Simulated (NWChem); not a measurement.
**One shape, several levels: AlSiH3Cl2O (SMILES [SiH3][O][Al]([Cl])[Cl])**

Aim: a comparison of 4 runs (HF/STO-3G, HF/3-21G, B3LYP/6-31G*) of AlSiH3Cl2O. 

The results are computed with NWChem 7.3.0.

## 1. The system as given

AlSiH3Cl2O: 8 atoms, total charge 0, spin state singlet. SMILES: `[SiH3][O][Al]([Cl])[Cl]`. Geometry: relaxed at PBE0-D4/def2-TZVP.

Bond lengths: Si1–O2 1.630 Å, O2–Al3 1.659 Å, Al3–Cl4 2.073 Å, Al3–Cl5 2.073 Å, Si1–H6 1.485 Å, Si1–H7 1.485 Å, Si1–H8 1.485 Å. Angles: Si1–O2–Al3 179.7°, O2–Al3–Cl4 120.3°, O2–Al3–Cl5 120.3°, Cl4–Al3–Cl5 119.4°, O2–Si1–H6 109.8°, O2–Si1–H7 109.4°, O2–Si1–H8 109.8°, H6–Si1–H7 109.3°, H6–Si1–H8 109.2°, H7–Si1–H8 109.3°.

## 2. Energy and forces at HF/STO-3G (run 1)

alcl2h3osi.xyz reads:

```xyz
8

Si     0.040700    -0.861600     1.239200
O      0.013400     0.058000    -0.106100
Al    -0.022800     0.997600    -1.472400
Cl    -0.792800     0.241600    -3.242100
Cl     0.702600     2.938700    -1.426900
H     -0.074100     0.003400     2.441200
H      1.319400    -1.615300     1.295700
H     -1.094300    -1.819500     1.215600
```

alcl2h3osi.nw reads:

```
echo
start alcl2h3osi
memory 2200 mb
geometry noautosym nocenter noautoz
   load format xyz alcl2h3osi.xyz
end
basis "ao basis" spherical bse
   * library STO-3G
end
scf
   thresh 1e-08
   maxiter 80
   print low
end
task scf gradient
```

Launch:

```bash
$ nwchem alcl2h3osi.nw > alcl2h3osi.out
```

The log of the run:

```text
[...]
  functions       =    44
[...]
  wavefunction    = RHF
[...]
         Total SCF energy =  -1509.622406249660
      One-electron energy =  -2873.482754708849
      Two-electron energy =    975.468931001474
 Nuclear repulsion energy =    388.391417457714
        Time for solution =      1.7s
[...]
                         RHF ENERGY GRADIENTS
    atom               coordinates                        gradient
                 x          y          z           x          y          z
   1 Si      0.076912  -1.628188   2.341748   -0.000433   0.010914  -0.015813
   2 O       0.025322   0.109604  -0.200500    0.001309  -0.033227   0.048296
   3 Al     -0.043086   1.885191  -2.782433   -0.001309   0.036030  -0.052444
   4 Cl     -1.498175   0.456558  -6.126681   -0.002728  -0.002991  -0.005797
   5 Cl      1.327721   5.553338  -2.696450    0.002561   0.006542   0.000631
   6 H      -0.140029   0.006425   4.613199   -0.002396   0.018398   0.025040
   7 H       2.493304  -3.052474   2.448518    0.026897  -0.015647   0.000870
   8 H      -2.067927  -3.438356   2.297151   -0.023901  -0.020019  -0.000783
 Task  times  cpu:        2.4s     wall:        2.4s
 Total times  cpu:        2.4s     wall:        2.4s
```

Run time: 2.9 s. Hardware: 1 thread of AMD EPYC 9R45 (Zen 5), shared host; peak memory 0.099 GiB.

## 3. Energy and gradient at HF/3-21G (run 2)

nw.nw reads:

```
START nw
memory total 2200 mb
charge 0
GEOMETRY units angstrom noautosym nocenter noautoz
 Si     0.040700    -0.861600     1.239200
 O      0.013400     0.058000    -0.106100
 Al    -0.022800     0.997600    -1.472400
 Cl    -0.792800     0.241600    -3.242100
 Cl     0.702600     2.938700    -1.426900
 H     -0.074100     0.003400     2.441200
 H      1.319400    -1.615300     1.295700
 H     -1.094300    -1.819500     1.215600
END
BASIS "ao basis" spherical bse
 * library 3-21G
END
SCF
 singlet
 rhf
 thresh 1e-08
 maxiter 80
 print medium
END
TASK scf gradient
```

Launch:

```bash
$ nwchem nw.nw > nw.out
```

The log of the run:

```text
[...]
  functions       =    67
[...]
  wavefunction    = RHF
[...]
         Total SCF energy =  -1519.026520843202
      One-electron energy =  -2879.014051320325
      Two-electron energy =    971.596113019408
 Nuclear repulsion energy =    388.391417457714
        Time for solution =      1.9s
[...]
                         RHF ENERGY GRADIENTS
    atom               coordinates                        gradient
                 x          y          z           x          y          z
   1 Si      0.076912  -1.628188   2.341748   -0.001242   0.012236  -0.017089
   2 O       0.025322   0.109604  -0.200500    0.001245  -0.018863   0.026977
   3 Al     -0.043086   1.885191  -2.782433   -0.001174   0.026168  -0.037873
   4 Cl     -1.498175   0.456558  -6.126681    0.013989   0.013551   0.032337
   5 Cl      1.327721   5.553338  -2.696450   -0.013148  -0.035397  -0.000597
   6 H      -0.140029   0.006425   4.613199    0.000147   0.001482  -0.000657
   7 H       2.493304  -3.052474   2.448518    0.000760   0.000625  -0.001576
   8 H      -2.067927  -3.438356   2.297151   -0.000576   0.000197  -0.001521
[...]
```

Run time: 3.3 s. Hardware: 1 thread of AMD EPYC 9R45 (Zen 5), shared host; peak memory 0.1 GiB.

Run 3 isn't shown in full; the table further down has it.

## 4. Energy and gradient at B3LYP/6-31G(d) (Cartesian functions) (run 4)

run.py reads:

```python
from ase import Atoms
from ase.calculators.nwchem import NWChem

molecule = Atoms(['Si', 'O', 'Al', 'Cl', 'Cl', 'H', 'H', 'H'], positions=[
    [0.040700, -0.861600, 1.239200],
    [0.013400, 0.058000, -0.106100],
    [-0.022800, 0.997600, -1.472400],
    [-0.792800, 0.241600, -3.242100],
    [0.702600, 2.938700, -1.426900],
    [-0.074100, 0.003400, 2.441200],
    [1.319400, -1.615300, 1.295700],
    [-1.094300, -1.819500, 1.215600],
])

calc = NWChem(
    label='alcl2h3osi',
    theory='dft',
    memory='2200 mb',
    basis='6-31G*',
    dft={'xc': 'b3lyp', 'mult': '1', 'grid': 'fine', 'convergence': 'energy 1e-08', 'iterations': '100', 'mulliken': None},
)
molecule.calc = calc

forces = molecule.get_forces()
e = molecule.get_potential_energy()
print(f"E = {e:.6f} eV")
print("forces (eV/A):")
for s, f in zip(molecule.symbols, forces):
    print(f"{s:2s} {f[0]:10.5f} {f[1]:10.5f} {f[2]:10.5f}")
print("dipole (e A):", molecule.get_dipole_moment().round(4))
```

Launch:

```bash
$ export ASE_NWCHEM_COMMAND="nwchem PREFIX.nwi > PREFIX.nwo"
$ python run.py
```

The log of the run:

```text
E = -41622.009887 eV
forces (eV/A):
Si    0.02216   -0.36515    0.52204
O    -0.00093    0.04124   -0.06073
Al   -0.00751    0.17052   -0.24811
Cl   -0.13591   -0.12408   -0.32488
Cl    0.12768    0.35157   -0.00525
H    -0.00514   -0.01733    0.04335
H     0.00987   -0.02993    0.03677
H    -0.01023   -0.02679    0.03682
dipole (e A): [ 0.0054 -0.1625  0.2373]
```

The calculator wrote alcl2h3osi.nwi:

```
title "alcl2h3osi"

permanent_dir alcl2h3osi

scratch_dir alcl2h3osi

start alcl2h3osi

geometry units angstrom nocenter noautosym noautoz
  Si 4.0700000000000000e-02 -8.6160000000000003e-01 1.2392000000000001e+00
  O  1.3400000000000000e-02 5.8000000000000003e-02 -1.0610000000000000e-01
  Al -2.2800000000000001e-02 9.9760000000000004e-01 -1.4723999999999999e+00
  Cl -7.9279999999999995e-01 2.4160000000000001e-01 -3.2421000000000002e+00
  Cl 7.0260000000000000e-01 2.9386999999999999e+00 -1.4269000000000001e+00
  H  -7.4099999999999999e-02 3.3999999999999998e-03 2.4411999999999998e+00
  H  1.3193999999999999e+00 -1.6153000000000000e+00 1.2957000000000001e+00
  H  -1.0943000000000001e+00 -1.8194999999999999e+00 1.2156000000000000e+00
end

memory 2200 mb

basis noprint
   * library 6-31G*
end

dft
  xc b3lyp
  mult 1
  grid fine
  convergence energy 1e-08
  iterations 100
  mulliken
end

task dft gradient
```

alcl2h3osi.nwo:

```text
Northwest Computational Chemistry Package (NWChem) 7.3.0
             --------------------------------------------------------

           Job information
           ---------------

    nwchem branch   = 7.3.0
    use scalapack   = T
    input           = alcl2h3osi.nwi
    prefix          = alcl2h3osi.
    data base       = alcl2h3osi/alcl2h3osi.db
    status          = startup
    nproc           =        1

           Memory information
           ------------------

    heap     =     72089596 doubles =      550.0 Mbytes
    stack    =     72089601 doubles =      550.0 Mbytes
    global   =    144179200 doubles =     1100.0 Mbytes (distinct from heap & stack)
    total    =    288358397 doubles =     2200.0 Mbytes
    verify   = yes
    hardfail = no

           Directory information
           ---------------------

  0 permanent = alcl2h3osi
  0 scratch   = alcl2h3osi

                                NWChem Input Module
                                -------------------

[... 100 lines left out ...]
  convergence criterion.
[... 17 lines left out ...]
          Convergence on gradient requested:  5.00D-04
[... 28 lines left out ...]
          Convergence aids based upon iterative change in
[... 28 lines left out ...]
 1-e energy   =   -2885.929346
[... 41 lines left out ...]
         Total DFT energy =    -1529.580663387111
[... 2 lines left out ...]
    Exchange-Corr. energy =     -106.029744172482
[... 752 lines left out ...]
          Convergence on energy requested:  1.00D-08
[... 26 lines left out ...]
          Spatial weights used:  Erf1
[... 4 lines left out ...]
          total energy or number of iterations.
[... 18 lines left out ...]
                            NWChem DFT Gradient Module
                            --------------------------

                                    alcl2h3osi

  charge          =   0.00
  wavefunction    = closed shell

                         DFT ENERGY GRADIENTS

    atom               coordinates                        gradient
                 x          y          z           x          y          z
   1 Si      0.076912  -1.628188   2.341748   -0.000431   0.007101  -0.010152
   2 O       0.025322   0.109604  -0.200500    0.000018  -0.000802   0.001181
   3 Al     -0.043086   1.885191  -2.782433    0.000146  -0.003316   0.004825
[... 4 lines of this table left out ...]
   8 H      -2.067927  -3.438356   2.297151    0.000199   0.000521  -0.000716

                 ----------------------------------------
                 |  Time  |  1-e(secs)   |  2-e(secs)   |
                 ----------------------------------------
                 |  CPU   |       0.00   |       5.70   |
                 ----------------------------------------
                 |  WALL  |       0.00   |       5.70   |
                 ----------------------------------------

 Task  times  cpu:       19.9s     wall:       19.9s
 Total times  cpu:       20.0s     wall:       20.0s
```

Run time: 21 s. Hardware: 1 thread of AMD EPYC 9R45 (Zen 5), shared host; peak memory 0.13 GiB.

## 5. Overview of the runs

| run | level | iteration cap | module | energy (Eh) | largest force (eV/Å) | wall time |
| --- | --- | --- | --- | --- | --- | --- |
| 1 | HF/STO-3G | 80 | scf | -1509.622406 | 3.273 | 2.9 s |
| 2 | HF/3-21G | 80 | scf | -1519.026521 | 2.368 | 3.3 s |
| 3 | B3LYP/6-31G* (spherical functions) | 100 | dft | -1529.569636 | 0.663 | 18 s |
| 4 | B3LYP/6-31G* (Cartesian functions) | 100 | dft | -1529.580663 | 0.637 | 21 s |

## 6. What came out

| quantity | value |
| --- | --- |
| run 4: total energy | -1529.58066 Eh |
| run 4: dipole moment | 1.38 D |
| run 4: HOMO energy | -8.66 eV |
| run 4: LUMO energy | -1.33 eV |
| run 4: HOMO–LUMO gap | 7.33 eV |
| run 4: largest force on an atom | 0.637 eV/Å |

**Reading.** Over runs 2, 3, 4 the dipole moment (its size) runs from 1.38 D (B3LYP/6-31G*) to 2.56 D (HF/3-21G). The two ends differ in method and basis. Over runs 2, 3, 4 the HOMO–LUMO gap runs from 7.33 eV (B3LYP/6-31G*) to 14.38 eV (HF/3-21G). In run 1 the basis is minimal, so the values are rough. All runs together took 45 s, the longest 21 s.
